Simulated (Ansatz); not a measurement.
# AsGa: the cost of one run

Program: Ansatz 0.2.0, Gaussian basis. Level of theory: aug-cc-pVTZ, core rule «outside noble gas», up to 28 orbitals frozen. These are calculated values, not measurements.

The runs, in order: UHF; CCSD(T) on ROHF; CCSD(T) on UHF; BCCD(T) on ROHF; CCSDT(Q) on ROHF; CCSDT(Q) on UHF; CASSCF and MRCISD+Q, 9 electrons in 8 orbitals; CASSCF and NEVPT2, 9 electrons in 8 orbitals.

5 further runs of the same task are left out: 5 set aside as unsound or not needed. Runs told in other sessions of the task aren't counted.

## 1. The system

The geometry is a PBE0/def2-TZVPD stationary point (not a proven minimum). No spin-orbit coupling is included. The filled d shell of Ga, As may be among the frozen orbitals whatever the setting's name suggests.

2 atoms, charge -1, spin multiplicity 2.

Atoms are counted from 1 here; the program's logs count them from 0.

Bond lengths: Ga1–As2 2.222 Å.

## 2. UHF

The input, in.yaml:

```yaml
crystal:
  periodic: [false, false, false]
  atoms:
    - {symbol: Ga, position_ang: [0.000000, 0.000000, 0.000000]}
    - {symbol: As, position_ang: [0.000000, 0.000000, 2.222300]}
basis:
  gaussian: {orbitals: aug-cc-pVTZ}
total_charge: -1
magnetization: {spin_polarized: true, initial_magnetization: 1}
hamiltonian: {xc: hf}
output: {orbitals: {seedname: orbitals}}
```

On the command line:

```console
ansatz run in.yaml --threads 1 --pin off --events-out ev --progress --plain --max-ram 2816MiB --backend cpu
```

**Question.** How long does this run take on 1 thread of AMD EPYC 7R13, shared host, and how much memory does it need?

About 37 s, with a peak of 0.44 GiB.
